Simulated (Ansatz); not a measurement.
# H7InO4Si: the cost of one run

Method: functionals in def2-TZVPP, the program's frozen cores in correlated methods; program: Ansatz 0.2.0, Gaussian basis.

Levels to be run: LDA (SPW92), PBE-D4, revPBE-D4, BLYP-D4, r2SCAN-D4, B97M-V, PBE0-D4, B3LYP-D4, r2SCANh-D4, r2SCAN0-D4, HSE06-D4, BHLYP-D4, CAM-B3LYP-D4, LC-ωPBE, ωB97X-V, ωB97M-V, B2PLYP, PBE-QIDH; CCSD(T)/def2-SVP; MP2/def2-TZVPP; MP2/def2-QZVPP; RPA on PBE.

1 further run of the same task is left out (for a known fault of the program). Runs told in other sessions of the task aren't counted.

## 1. Structure used throughout

All runs share one geometry, relaxed beforehand with PBE0-D4 in a triple-zeta def2 set. In takes the def2 core potential; no spin-orbit term is included.

SMILES `[OH][In-]([OH])([OH])[OH+][SiH3]`, 13 atoms, charge 0, spin multiplicity 1.

Atoms are counted from 1 here; the program's logs count them from 0.

Bond lengths: O1–In2 1.982 Å, O1–H7 0.960 Å, In2–O3 2.067 Å, In2–O4 1.976 Å, In2–O5 2.176 Å, O3–H8 0.960 Å, O4–H9 0.960 Å, O5–Si6 1.751 Å, O5–H10 0.959 Å, Si6–H11 1.481 Å, Si6–H12 1.488 Å, Si6–H13 1.518 Å. Angles: In2–O1–H7 113.7°, O1–In2–O3 108.4°, O1–In2–O4 128.5°, O1–In2–O5 112.3°, O3–In2–O4 118.3°, O3–In2–O5 68.3°, O4–In2–O5 104.4°, In2–O3–H8 117.5°, In2–O4–H9 113.0°, In2–O5–Si6 110.2°, In2–O5–H10 135.4°, Si6–O5–H10 114.3°, O5–Si6–H11 117.6°, O5–Si6–H12 119.9°, O5–Si6–H13 91.4°, H11–Si6–H12 117.9°, H11–Si6–H13 100.8°, H12–Si6–H13 99.5°.

Geometry (Å):

```xyz
13

O    -0.5065    2.2462    1.4691
In   -1.0159    0.7448    0.2804
O    -0.1015   -0.9751    0.9722
O    -2.6308    0.5588   -0.8425
O     0.6182    0.1265   -1.0162
Si    1.3983   -1.2998   -0.3663
H    -1.0941    3.0023    1.4081
H     0.2264   -0.9701    1.8741
H    -3.3158    1.1940   -0.6225
H     0.9593    0.4089   -1.8670
H     0.7486   -2.6084   -0.6098
H     2.3007   -1.1794    0.8114
H     2.4333   -1.2839   -1.4764
```

## 2. LDA

This LDA is Slater exchange with PW92 correlation.

in.yaml reads:

```yaml
crystal:
  periodic: [false, false, false]
  atoms:
    - {symbol: O, position_ang: [-0.506498, 2.246208, 1.469108]}
    - {symbol: In, position_ang: [-1.015890, 0.744815, 0.280433]}
    - {symbol: O, position_ang: [-0.101517, -0.975075, 0.972208]}
    - {symbol: O, position_ang: [-2.630789, 0.558845, -0.842490]}
    - {symbol: O, position_ang: [0.618221, 0.126492, -1.016244]}
    - {symbol: Si, position_ang: [1.398350, -1.299761, -0.366265]}
    - {symbol: H, position_ang: [-1.094149, 3.002302, 1.408149]}
    - {symbol: H, position_ang: [0.226431, -0.970051, 1.874114]}
    - {symbol: H, position_ang: [-3.315796, 1.193964, -0.622507]}
    - {symbol: H, position_ang: [0.959297, 0.408943, -1.866997]}
    - {symbol: H, position_ang: [0.748611, -2.608443, -0.609783]}
    - {symbol: H, position_ang: [2.300691, -1.179385, 0.811399]}
    - {symbol: H, position_ang: [2.433338, -1.283854, -1.476425]}
basis:
  gaussian: {orbitals: def2-TZVPP}
hamiltonian: {xc: lda}
output: {orbitals: {seedname: orbitals}}
```

Launch:

```sh
ansatz run in.yaml --threads 4 --pin off --events-out ev --progress --plain --max-ram 11315MiB
```

What time and memory should one allow on 4 threads of Intel Xeon at 2.70GHz, shared host?

About 4.1 s, with a peak of 0.5 GiB.
